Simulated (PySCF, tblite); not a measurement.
**CH₇GeN, a small molecule taken as a stand-in for a surface group (germyl): NMR shifts, core binding energies and electronic excitations**

What NMR shifts, core binding energies and electronic excitations should one expect for `C[NH][GeH3]`?

Programs: tblite 0.8.0 and PySCF 2.14.0. All values are calculated, for the isolated system unless a continuum is named. Atoms count from 0, parts from 1.

## 1. Starting point

10 atoms, charge 0, multiplicity 1; geometry: distance geometry start.

## 2. Relaxing the cluster with GFN2-xTB

The job: settings as JSON, then the geometry in Å.

```
{"job": {"kind": "relax", "xc": "GFN2-xTB", "basis": "xTB"}, "charge": 0, "multiplicity": 1}
Ge     1.481173    -0.407857    -1.014321
N      1.722769     0.001244     0.812173
C      0.656254    -0.324254     1.710012
H      1.738919    -1.873672    -1.256890
H      2.433255     0.412526    -1.866351
H      0.051780    -0.069637    -1.424480
H      2.246703     0.868137     1.021127
H      0.351688    -1.296071     1.531441
H     -0.148827     0.320357     1.505703
H      0.951477    -0.221016     2.686801
```

With the program's defaults for keys left out, this is: GFN2-xTB geometry optimisation, gas phase.

Started as:

```bash
$ OMP_NUM_THREADS=1 python cluster_run.py task.json out
```

This one command runs all jobs of the session in turn.

The program printed:

```text
step      E/eV     max force
  0    -286.52372    2.544
  1    -286.75559    1.101
  2    -286.79878    0.314
  3    -286.80621    0.278
  4    -286.81730    0.295
  5    -286.82241    0.187
  6    -286.82544    0.151
  7    -286.82710    0.108
  8    -286.82896    0.138
  9    -286.83079    0.138
 10    -286.83245    0.156
 11    -286.83385    0.113
 12    -286.83506    0.102
 13    -286.83617    0.101
 14    -286.83731    0.146
 15    -286.83858    0.150
 16    -286.84011    0.123
 17    -286.84211    0.153
 18    -286.84470    0.158
 19    -286.84757    0.208
 20    -286.85008    0.169
 21    -286.85210    0.145
 22    -286.85397    0.131
 23    -286.85609    0.144
 24    -286.85832    0.162
 25    -286.86009    0.109
 26    -286.86136    0.112
 27    -286.86261    0.101
 28    -286.86409    0.142
 29    -286.86525    0.112
 30    -286.86581    0.054
 31    -286.86608    0.047
 32    -286.86639    0.063
 33    -286.86684    0.089
 34    -286.86728    0.077
 35    -286.86753    0.037
 36    -286.86767    0.042
 37    -286.86782    0.042
 38    -286.86808    0.067
 39    -286.86850    0.078
 40    -286.86897    0.054
 41    -286.86928    0.039
 42    -286.86946    0.037
 43    -286.86960    0.041
 44    -286.86973    0.031
 45    -286.86982    0.025
 46    -286.86988    0.023
 47    -286.86995    0.024
 48    -286.87002    0.028
 49    -286.87008    0.022
 50    -286.87012    0.014
 51    -286.87014    0.012
 52    -286.87015    0.011
 53    -286.87018    0.017
 54    -286.87021    0.026
 55    -286.87026    0.029
 56    -286.87030    0.021
 57    -286.87033    0.018
 58    -286.87036    0.017
 59    -286.87039    0.021
 60    -286.87043    0.023
 61    -286.87045    0.013
 62    -286.87047    0.013
 63    -286.87049    0.016
 64    -286.87053    0.033
 65    -286.87060    0.049
 66    -286.87069    0.052
 67    -286.87076    0.031
 68    -286.87079    0.011
 69    -286.87080    0.010
 70    -286.87081    0.012
 71    -286.87082    0.015
 72    -286.87084    0.011
 73    -286.87084    0.006
```

Wall time 0.66 s (1 thread of Arm Neoverse V1, shared host).

Step by step:

```tsv
step	energy from step 0 (eV)	largest force (eV/Å)
0	0.0000	2.5450
3	-0.2825	0.2785
6	-0.3017	0.1514
9	-0.3071	0.1381
12	-0.3113	0.1017
15	-0.3149	0.1495
18	-0.3210	0.1577
21	-0.3284	0.1452
24	-0.3346	0.1613
27	-0.3389	0.1012
30	-0.3421	0.0536
33	-0.3431	0.0888
36	-0.3439	0.0415
39	-0.3448	0.0781
42	-0.3457	0.0373
45	-0.3461	0.0249
48	-0.3463	0.0276
51	-0.3464	0.0124
54	-0.3465	0.0256
57	-0.3466	0.0182
60	-0.3467	0.0233
63	-0.3468	0.0150
66	-0.3470	0.0515
69	-0.3471	0.0102
72	-0.3471	0.0117
73	-0.3471	0.0062
```

Close pairs (by a distance rule), those that changed most:

```tsv
bond	before (Å)	after (Å)	change (Å)
Ge0–N1	1.887	1.810	-0.077
C2–H9	1.026	1.092	+0.066
C2–H7	1.034	1.090	+0.056
C2–H8	1.051	1.096	+0.045
Ge0–H4	1.518	1.491	-0.027
N1–H6	1.034	1.011	-0.023
N1–C2	1.432	1.452	+0.021
Ge0–H5	1.525	1.511	-0.015
```

## 3. Geometry optimisation at PBE0-D3(BJ)/def2-SVP

The job: settings as JSON, then the geometry in Å.

```
{"job": {"xc": "PBE0", "basis": "def2-SVP", "d3": "d3bj", "grid": 2, "kind": "geom", "shake": 0.01}, "charge": 0, "multiplicity": 1}
Ge     0.336538    -0.134220    -1.400737
N      0.498793     0.345000     0.333884
C     -0.460623    -0.097702     1.336836
H      0.368775    -1.599611    -1.439242
H      1.494729     0.472335    -2.109958
H     -0.953178     0.360729    -2.088980
H      0.791935     1.305068     0.505910
H     -0.669301    -1.134227     1.147200
H     -1.376450     0.483179     1.370419
H      0.010334    -0.026136     2.346143
```

The program printed:

```text
step   0  E = -2173.34627363  max force = 0.031428
step   1  E = -2173.35090877  max force = 0.006749
step   2  E = -2173.35110712  max force = 0.000796
step   3  E = -2173.35111699  max force = 0.000280
optimisation converged
```

Run time: 18 s. Hardware: 1 thread of Arm Neoverse V1, shared host; peak memory 0.5 GiB.

Step by step:

```tsv
step	energy from step 0 (eV)	largest force component (eV/Å)
0	0.0000	1.6161
1	-0.1261	0.3470
2	-0.1315	0.0409
3	-0.1318	0.0144
```

Close pairs (by a distance rule), those that changed most:

```tsv
bond	before (Å)	after (Å)	change (Å)
Ge0–H3	1.466	1.540	+0.073
Ge0–H4	1.487	1.538	+0.051
C2–H7	1.074	1.102	+0.028
Ge0–N1	1.807	1.833	+0.026
C2–H8	1.085	1.110	+0.025
N1–C2	1.457	1.443	-0.014
C2–H9	1.116	1.104	-0.012
Ge0–H5	1.543	1.552	+0.008
```

The end geometry stands in the next job.

```tsv
at the end point	value
point group (found at 0.08 Å tolerance)	C1
rotational constants (GHz, main isotopes)	27.517, 3.738, 3.522
dipole moment (D)	0.88
```

## 4. NMR shieldings: PBE0/pcSseg-2

The job: settings as JSON, then the geometry in Å.

```
{"job": {"kind": "nmr", "xc": "PBE0", "basis": "pcSseg-2"}, "charge": 0, "multiplicity": 1}
Ge     0.352291    -0.160106    -1.375204
N      0.532093     0.310017     0.387545
C     -0.431434    -0.128124     1.368399
H      0.376697    -1.698235    -1.440055
H      1.551064     0.450183    -2.120669
H     -0.963004     0.334318    -2.033872
H      0.826922     1.271332     0.527724
H     -0.659006    -1.196297     1.217938
H     -1.400831     0.411949     1.351300
H     -0.022212    -0.037508     2.389381
```

Method: GIAO PBE0/pcSseg-2 NMR shielding, non-relativistic, gas phase.

The program printed:

```text
coarse grid: 35024 points
cycle   1  E = -2173.6896116408  dE = -6.786e-01  |g| = 1.054e+00  |ddm| = 2.023e+00
cycle   2  E = -2173.6173937577  dE =  7.222e-02  |g| = 1.254e+00  |ddm| = 7.431e-01
cycle   3  E = -2173.7535036469  dE = -1.361e-01  |g| = 1.523e-01  |ddm| = 5.301e-01
cycle   4  E = -2173.7569350646  dE = -3.431e-03  |g| = 7.536e-02  |ddm| = 1.181e-01
cycle   5  E = -2173.7579485692  dE = -1.014e-03  |g| = 6.074e-03  |ddm| = 4.233e-02
cycle   6  E = -2173.7579545843  dE = -6.015e-06  |g| = 1.072e-03  |ddm| = 5.110e-03
final grid: 72848 points
cycle   7  E = -2173.7579397874  dE = -1.430e-07  |g| = 9.441e-04  |ddm| = 2.356e-03
cycle   8  E = -2173.7579397873  dE =  1.055e-10  |g| = 1.191e-03  |ddm| = 1.272e-03
cycle   9  E = -2173.7579399586  dE = -1.713e-07  |g| = 1.623e-04  |ddm| = 5.148e-04
cycle  10  E = -2173.7579399627  dE = -4.047e-09  |g| = 2.631e-05  |ddm| = 1.213e-04
cycle  11  E = -2173.7579399628  dE = -1.478e-10  |g| = 4.246e-06  |ddm| = 1.712e-05
converged SCF energy = -2173.7579399628

GIAO shielding tensors (ppm)
atom      isotropic    diamagn.    paramagn.     s11        s22        s33       span
  0 Ge    1465.639    2755.377   -1289.739   1333.242   1404.598   1659.077    325.835
  1 N      255.669     313.360     -57.691    220.678    250.989    295.340     74.662
  2 C      148.016     238.325     -90.309    123.954    134.219    185.877     61.922
  3 H       26.799      28.832      -2.033     20.757     22.538     37.102     16.345
  4 H       26.723      28.458      -1.735     20.541     22.272     37.355     16.814
  5 H       26.439      28.547      -2.108     20.265     21.800     37.250     16.985
  6 H       31.839      31.979      -0.141     21.755     30.582     43.178     21.422
  7 H       28.879      29.428      -0.549     24.807     26.958     34.873     10.066
  8 H       28.451      28.854      -0.404     23.523     26.171     35.658     12.134
  9 H       28.328      27.830       0.497     23.393     26.055     35.535     12.143
```

Wall time 25 s (1 thread of Arm Neoverse V1, shared host); peak memory 0.91 GiB.

The references, computed at this level on geometries of the same kind, shield at (ppm): 1H TMS 31.25, 13C TMS 184.1, 15N NH3 261.7, 73Ge GeMe4 1337. Their shielding less the atom's gives the shift. The references are single molecules in the gas phase, so shifts against H2O, NH3, PH3, H3PO4 or CFCl3 are not on the usual liquid scales and can be off by tens of ppm.

```tsv
atoms	environment	σ (ppm)	δ (ppm)
C2	carbon bonded to N, 3 H	148.0	36.1
H5	hydrogen on a germanium bonded to N	26.44	4.81
H4	hydrogen on a germanium bonded to N	26.72	4.52
H3	hydrogen on a germanium bonded to N	26.80	4.45
H9	hydrogen on a carbon bonded to N	28.33	2.92
H8	hydrogen on a carbon bonded to N	28.45	2.79
H7	hydrogen on a carbon bonded to N	28.88	2.37
H6	hydrogen on a nitrogen bonded to C, Ge	31.84	-0.59
Ge0	germanium bonded to N, 3 H	1466	-128
N1	nitrogen bonded to C, Ge, H	255.7	6.0
```

Charges from the same density, by scheme (e):

```tsv
atoms	Mulliken	IAO	Hirshfeld	ESP fit
Ge0	0.46	0.61	0.35	0.31
N1	-0.48	-0.65	-0.26	-0.63
C2	0.09	-0.30	-0.08	-0.03
```

Mayer bond orders: Ge0–N1 1.04, N1–C2 0.94.

## 5. Core holes by ΔSCF: SCAN, X2C

Same as in step 4 but for these lines:

```diff
@@ -1,2 +1,2 @@
-{"job": {"kind": "nmr", "xc": "PBE0", "basis": "pcSseg-2"}, "charge": 0, "multiplicity": 1}
+{"job": {"kind": "xps", "holes": 5}, "charge": 0, "multiplicity": 1}
 Ge     0.352291    -0.160106    -1.375204
```

Method: delta-SCF UKS SCAN, pcX-2 on the ionised atom, pcseg-1 elsewhere, spin-free X2C.

The program printed:

```text
ground state, core basis on atom 1 (N), 121 functions
  cycle   1  E = -2190.96940107  |g| = 4.57e-01
  cycle   2  E = -2190.85121657  |g| = 8.40e-01
  cycle   3  E = -2191.01599342  |g| = 9.51e-02
  cycle   4  E = -2191.01795044  |g| = 3.25e-02
  cycle   5  E = -2191.01819001  |g| = 8.39e-03
  cycle   6  E = -2191.01820508  |g| = 1.39e-03
  cycle   7  E = -2191.01820627  |g| = 5.63e-04
  cycle   8  E = -2191.01820717  |g| = 8.81e-05
  E(ground) = -2191.15225612 Eh
hole in N 1s of atom 1
  cycle   1  E = -2175.44795656  |g| = 1.87e+00
  cycle   2  E = -2174.71888827  |g| = 2.13e+00
  cycle   3  E = -2176.10944810  |g| = 3.89e-01
  cycle   4  E = -2176.15887370  |g| = 7.82e-02
  cycle   5  E = -2176.16133702  |g| = 2.14e-02
  cycle   6  E = -2176.16155923  |g| = 7.23e-03
  cycle   7  E = -2176.16158353  |g| = 1.89e-03
  cycle   8  E = -2176.16158601  |g| = 8.36e-04
  cycle   9  E = -2176.16158655  |g| = 2.31e-04
  E(ion) = -2176.29494229 Eh   <S^2> = 0.7660   hole on atom = 1.000   binding energy = 404.288 eV
ground state, core basis on atom 2 (C), 121 functions
  cycle   1  E = -2191.00294546  |g| = 5.64e-02
  cycle   2  E = -2191.00295199  |g| = 1.05e-02
  cycle   3  E = -2191.00293551  |g| = 1.29e-02
  cycle   4  E = -2191.00297443  |g| = 1.69e-03
  cycle   5  E = -2191.00297589  |g| = 6.81e-04
  cycle   6  E = -2191.00297759  |g| = 5.21e-05
  E(ground) = -2191.13797740 Eh
hole in C 1s of atom 2
  cycle   1  E = -2179.73697648  |g| = 1.50e+00
  cycle   2  E = -2179.05606458  |g| = 1.83e+00
  cycle   3  E = -2180.25067851  |g| = 3.13e-01
  cycle   4  E = -2180.28858614  |g| = 6.07e-02
  cycle   5  E = -2180.29003727  |g| = 1.91e-02
  cycle   6  E = -2180.29022861  |g| = 6.91e-03
  cycle   7  E = -2180.29025725  |g| = 4.40e-03
  cycle   8  E = -2180.29026745  |g| = 2.26e-03
  cycle   9  E = -2180.29027515  |g| = 8.43e-04
  cycle  10  E = -2180.29027358  |g| = 1.58e-04
  E(ion) = -2180.42449474 Eh   <S^2> = 0.7711   hole on atom = 1.000   binding energy = 291.529 eV
```

It took 12 s on 1 thread of Arm Neoverse V1, shared host; peak memory 0.44 GiB.

Binding energies by hole, beside the orbital energy of the ground state; the difference holds orbital relaxation and, for a density functional, its self-interaction error:

```tsv
hole	stands for	environment	ΔSCF (eV)	−ε (eV)	⟨S²⟩
N1s on N1	N1	nitrogen bonded to C, Ge, H	404.29	385.5	0.766
C1s on C2	C2	carbon bonded to N, 3 H	291.53	274.2	0.771
```

## 6. TDDFT and polarisability: CAM-B3LYP/def2-SVPD

Same as in step 5 but for these lines:

```diff
@@ -1,2 +1,2 @@
-{"job": {"kind": "xps", "holes": 5}, "charge": 0, "multiplicity": 1}
+{"job": {"kind": "uv", "xc": "CAM-B3LYP", "basis": "def2-SVPD", "nstates": 6, "ntriplets": 2, "ip": true}, "charge": 0, "multiplicity": 1}
 Ge     0.352291    -0.160106    -1.375204
```

Method: TDDFT CAM-B3LYP/def2-SVPD, vertical, gas phase, core orbitals frozen in the response.

The program printed:

```text
coarse grid: 35024 points
cycle   1  E = -2173.7649880839  dE = -5.977e-01  |g| = 4.889e-01  |ddm| = 3.613e+00
cycle   2  E = -2173.7556264639  dE =  9.362e-03  |g| = 5.515e-01  |ddm| = 1.419e+00
cycle   3  E = -2173.8016197590  dE = -4.599e-02  |g| = 4.766e-02  |ddm| = 7.075e-01
cycle   4  E = -2173.8020285520  dE = -4.088e-04  |g| = 2.429e-02  |ddm| = 9.627e-02
cycle   5  E = -2173.8021291575  dE = -1.006e-04  |g| = 2.331e-03  |ddm| = 2.462e-02
cycle   6  E = -2173.8021306987  dE = -1.541e-06  |g| = 3.870e-04  |ddm| = 1.390e-02
final grid: 72848 points
cycle   7  E = -2173.8021056856  dE = -6.935e-08  |g| = 1.841e-04  |ddm| = 3.734e-03
cycle   8  E = -2173.8021056936  dE = -7.961e-09  |g| = 1.450e-04  |ddm| = 1.739e-03
cycle   9  E = -2173.8021056980  dE = -4.477e-09  |g| = 3.576e-05  |ddm| = 1.694e-04
cycle  10  E = -2173.8021056984  dE = -3.997e-10  |g| = 1.091e-05  |ddm| = 1.650e-04
converged SCF energy = -2173.8021056984

Static polarisability (au): isotropic 54.247, principal 49.678 51.345 61.718

Singlet excitations
state   eV       nm        f      main configurations
  1   5.6842    218.1   0.00463   H->L 0.75, H->L+1 0.21
  2   6.5525    189.2   0.04014   H->L+1 0.70, H->L 0.23
  3   6.8785    180.2   0.00409   H->L+2 0.84, H->L+3 0.12
  4   7.2810    170.3   0.00168   H->L+3 0.55, H->L+5 0.30
  5   7.3781    168.0   0.01953   H->L+5 0.37, H->L+3 0.28, H->L+4 0.23
  6   7.6153    162.8   0.03007   H->L+4 0.69, H->L+5 0.24

Triplet excitations (Tamm-Dancoff, eV): 5.3738 6.2016
Vertical ionisation energy (delta-SCF) = 8.8504 eV
```

Run time: 22 s. Hardware: 1 thread of Arm Neoverse V1, shared host; peak memory 0.6 GiB.

Frontier orbitals and where they lie:

```tsv
orbital	eV	atoms
HOMO−3	-11.23	N1 22 %, Ge0 20 %, C2 18 %
HOMO−2	-10.90	Ge0 41 %, H3 30 %, H4 17 %
HOMO−1	-10.78	Ge0 33 %, H4 18 %, N1 13 %
HOMO	-8.00	N1 59 %, C2 12 %, Ge0 9 %
LUMO	0.99	Ge0 47 %, C2 12 %, H4 8 %
LUMO+1	1.39	Ge0 42 %, H5 14 %, H3 12 %
LUMO+2	2.03	Ge0 25 %, C2 20 %, H9 15 %
```

With each of the 6 states as a Gaussian band of 0.4 eV half-width at 1/e, the curve within the window shown has maxima at 189 nm (ε 1,700), 165 nm (ε 1,900) L/(mol cm). Beyond the last state computed it falls off for lack of states. The curve at chosen wavelengths:

```csv
nm,ε (L/mol/cm)
157,830
160,1380
164,1874
167,1870
171,1499
174,1208
178,1104
181,1263
185,1586
188,1726
192,1625
195,1364
199,929
202,642
206,384
209,283
213,227
216,212
220,195
223,176
227,142
230,113
234,77
237,54
241,32
244,20
```

Further results of this job:

```tsv
property	computed
dipole moment (D)	0.81
polarisability (Å³)	8.04
HOMO–LUMO gap (eV)	8.99
−ε(HOMO) (eV)	8.00
```

## 7. What came out

```
                                 quantity                                          value
                              point group                                             C1
     rotational constants (main isotopes)                          27.52, 3.74, 3.52 GHz
   13C shifts against TMS (PBE0/pcSseg-2)                                       36.1 ppm
    1H shifts against TMS (PBE0/pcSseg-2)  4.81, 4.52, 4.45, 2.92, 2.79, 2.37, -0.59 ppm
73Ge shifts against GeMe4 (PBE0/pcSseg-2)                                       -128 ppm
   15N shifts against NH3 (PBE0/pcSseg-2)                                        6.0 ppm
         N1s binding energies, SCAN/pcX-2                                   N1 404.29 eV
         C1s binding energies, SCAN/pcX-2                                   C2 291.53 eV
     lowest singlet (CAM-B3LYP/def2-SVPD)                    5.68 eV (218 nm), f = 0.005
 brightest single state of those computed                    state 2, 6.55 eV, f = 0.040
                           lowest triplet                                        5.37 eV
        vertical ionisation energy (ΔSCF)                                        8.85 eV
```

Over 3 steps the energy fell by 0.132 eV; of the close pairs, Ge0–H3 changed most, 1.466 to 1.540 Å (PBE0/def2-SVP). At PBE0/pcSseg-2: Shielding is most anisotropic at Ge0 (span 326 ppm, paramagnetic term -1290 ppm). The first singlet state (HOMO→LUMO 0.75, HOMO→LUMO+1 0.21) lies at 5.68 eV and is weak; of the 6 states computed, the strongest absorption comes from state 2 at 6.55 eV (the last state computed is bright too, and its partners may lie past the list). The lowest triplet lies 0.31 eV below the lowest singlet (triplets in Tamm-Dancoff, singlets in full TDDFT). The orbital energy would give 8.00 eV for ionisation, ΔSCF gives 8.85 eV. Spin-orbit coupling is left out, which matters for shieldings and couplings at and beside the heavy atoms.
